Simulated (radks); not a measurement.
**Ar in [Ne] 3s1.5 3p6 4p0.5: an all-electron calculation**

Wanted: eigenvalues, radial structure and energy terms of neutral argon.

The numbers are computed with radks (a radial shooting solver on a logarithmic mesh, Libxc functionals) version 1 (non-relativistic Kohn-Sham, r2SCAN, spin-unpolarised, spherical densities, point nucleus), except any that are marked as measured or tabulated.

### 1 The atom as given

* element: argon (Z = 18)
* charge: 0
* electrons: 18
* configuration: [Ne] 3s1.5 3p6 4p0.5

### 2 The run

Input:

```text
Z 18
configuration [Ne] 3s1.5 3p6 4p0.5 4s0 3d0
relativity non-relativistic
functional r2scan,r2scan
spin unpolarised
nucleus point
```

Q: Predict the outcome of this run.

As calculated:

```
                        quantity                value
                    total energy   -527.01687 hartree
exchange-correlation share of it               5.82 %
                            −T/E               0.9989
          highest occupied level        4p, -0.729 eV
    most extended occupied level  4p, <r> = 10.0 bohr
 radius at density 0.001 e/bohr³            3.60 bohr
    maxima of the radial density                    4
```

**Reading.** 4 principal shells are occupied and 4 maxima appear in the radial density. The ratio −T/E is 0.9989; for a non-relativistic Coulomb system it is 1 up to the kinetic part of correlation. This is not the tabulated ground configuration, so its levels and sizes aren't those of the ground state, and no measured value stands beside it.
